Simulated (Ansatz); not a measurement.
# H20F12Li32: the cost of one run

Method: density functional theory in Ansatz 0.2.0, PAW datasets, plane waves.

## (1) The system as built

64 atoms (20 H, 12 F, 32 Li); a = 7.981 Å, b = 7.981 Å, c = 7.981 Å, α = 90.00°, β = 90.00°, γ = 90.00°. All atoms were shaken off their sites by about 0.02 Å along each axis.

The runs, in order: (2) PBEsol cell relaxation at the single k point (¼, ¼, ¼), on 1 × NVIDIA H100 80GB HBM3 with 2 threads of AMD EPYC 7R13; (3) HSE06 single point at the Γ point alone, on 1 × NVIDIA H100 80GB HBM3 with 2 threads of AMD EPYC 7R13; (4) r²SCAN single point at the Γ point alone, on 1 × NVIDIA H100 80GB HBM3 with 2 threads of AMD EPYC 7R13.

## (2) PBEsol relaxation of the cell and the positions

Contents of in.yaml:

```yaml
crystal:
  lattice:
    - [7.980932, 0.000000, 0.000000]
    - [0.000000, 7.980932, 0.000000]
    - [0.000000, 0.000000, 7.980932]
  atoms:
    - { symbol: H, position: [0.252382, 0.002746, 0.000494] }
    - { symbol: H, position: [0.248286, 0.996483, 0.500481] }
    - { symbol: H, position: [0.250849, 0.500381, 0.498704] }
    - { symbol: H, position: [0.748722, 0.997803, 0.001124] }
    - { symbol: H, position: [0.751058, 0.496630, 0.496960] }
    - { symbol: H, position: [0.995814, 0.249171, 0.998872] }
    - { symbol: H, position: [0.003943, 0.748589, 0.000460] }
    - { symbol: H, position: [0.000360, 0.750262, 0.501287] }
    - { symbol: H, position: [0.501854, 0.246676, 0.002313] }
    - { symbol: H, position: [0.001510, 0.996017, 0.252137] }
    - { symbol: H, position: [0.003689, 0.002293, 0.756525] }
    - { symbol: H, position: [0.995878, 0.503206, 0.251627] }
    - { symbol: H, position: [0.000698, 0.497889, 0.750073] }
    - { symbol: H, position: [0.498496, 0.500394, 0.252242] }
    - { symbol: H, position: [0.501072, 0.501995, 0.748858] }
    - { symbol: H, position: [0.253510, 0.245949, 0.747825] }
    - { symbol: H, position: [0.249519, 0.747052, 0.250026] }
    - { symbol: H, position: [0.251349, 0.747493, 0.750964] }
    - { symbol: H, position: [0.750743, 0.748691, 0.248411] }
    - { symbol: H, position: [0.752192, 0.748946, 0.750891] }
    - { symbol: F, position: [0.249380, 0.502476, 0.999168] }
    - { symbol: F, position: [0.748969, 0.998472, 0.501874] }
    - { symbol: F, position: [0.749214, 0.504458, 0.001696] }
    - { symbol: F, position: [0.997761, 0.248360, 0.500130] }
    - { symbol: F, position: [0.494373, 0.253739, 0.502783] }
    - { symbol: F, position: [0.505010, 0.753819, 0.996982] }
    - { symbol: F, position: [0.500066, 0.752114, 0.495419] }
    - { symbol: F, position: [0.501989, 0.002136, 0.250908] }
    - { symbol: F, position: [0.502208, 0.002656, 0.749478] }
    - { symbol: F, position: [0.248825, 0.248769, 0.256637] }
    - { symbol: F, position: [0.753632, 0.253783, 0.251908] }
    - { symbol: F, position: [0.756364, 0.251473, 0.747365] }
    - { symbol: Li, position: [0.001257, 0.998077, 0.004504] }
    - { symbol: Li, position: [0.002327, 0.002812, 0.501029] }
    - { symbol: Li, position: [0.002835, 0.500770, 0.000423] }
    - { symbol: Li, position: [0.999801, 0.503759, 0.502924] }
    - { symbol: Li, position: [0.496582, 0.001162, 0.001758] }
    - { symbol: Li, position: [0.500331, 0.999019, 0.502390] }
    - { symbol: Li, position: [0.501638, 0.495795, 0.995163] }
    - { symbol: Li, position: [0.500648, 0.499417, 0.497699] }
    - { symbol: Li, position: [0.251599, 0.249173, 0.997730] }
    - { symbol: Li, position: [0.244717, 0.249717, 0.500932] }
    - { symbol: Li, position: [0.249533, 0.748068, 0.999843] }
    - { symbol: Li, position: [0.249523, 0.750003, 0.497523] }
    - { symbol: Li, position: [0.748831, 0.247717, 0.002340] }
    - { symbol: Li, position: [0.751964, 0.250774, 0.502390] }
    - { symbol: Li, position: [0.748620, 0.749515, 0.002303] }
    - { symbol: Li, position: [0.747505, 0.755007, 0.503098] }
    - { symbol: Li, position: [0.246987, 0.000061, 0.245003] }
    - { symbol: Li, position: [0.246761, 0.999928, 0.746146] }
    - { symbol: Li, position: [0.247786, 0.501412, 0.250514] }
    - { symbol: Li, position: [0.256584, 0.500953, 0.751586] }
    - { symbol: Li, position: [0.750124, 0.999588, 0.247372] }
    - { symbol: Li, position: [0.746871, 0.000655, 0.747786] }
    - { symbol: Li, position: [0.754036, 0.500986, 0.251246] }
    - { symbol: Li, position: [0.748370, 0.499467, 0.748997] }
    - { symbol: Li, position: [0.999263, 0.255209, 0.249109] }
    - { symbol: Li, position: [0.001358, 0.247776, 0.746805] }
    - { symbol: Li, position: [0.997880, 0.752294, 0.249219] }
    - { symbol: Li, position: [0.999962, 0.749725, 0.751512] }
    - { symbol: Li, position: [0.496742, 0.250581, 0.250749] }
    - { symbol: Li, position: [0.501719, 0.252385, 0.748654] }
    - { symbol: Li, position: [0.497045, 0.753230, 0.246596] }
    - { symbol: Li, position: [0.499048, 0.750023, 0.753141] }
  symmetry: { detect: false }
kpoints:
  mp_grid: { grid: [1, 1, 1], shift: [0.25, 0.25, 0.25] }
hamiltonian:
  xc: pbesol
scf:
  occupations: { method: fermi_dirac, width: 0.01 }
relax:
  f_tol: 0.03
  max_steps: 80
  escape_saddle: false
  adjacent_minimum: "off"
  cell: { fix: [shape] }
output:
  forces: true
  eigenvalues: true
  populations: true
```

On the command line:

```sh
$ ansatz run in.yaml --threads 2 --pin off --max-ram 30400MiB --runs-dir r --events-out ev --progress --plain --backend cuda --devices 0, --max-vram 18GiB
```

What time and memory should one allow on 1 × NVIDIA H100 80GB HBM3 with 2 threads of AMD EPYC 7R13, shared host?

About 20 s, with a peak of 1.2 GiB on the host.
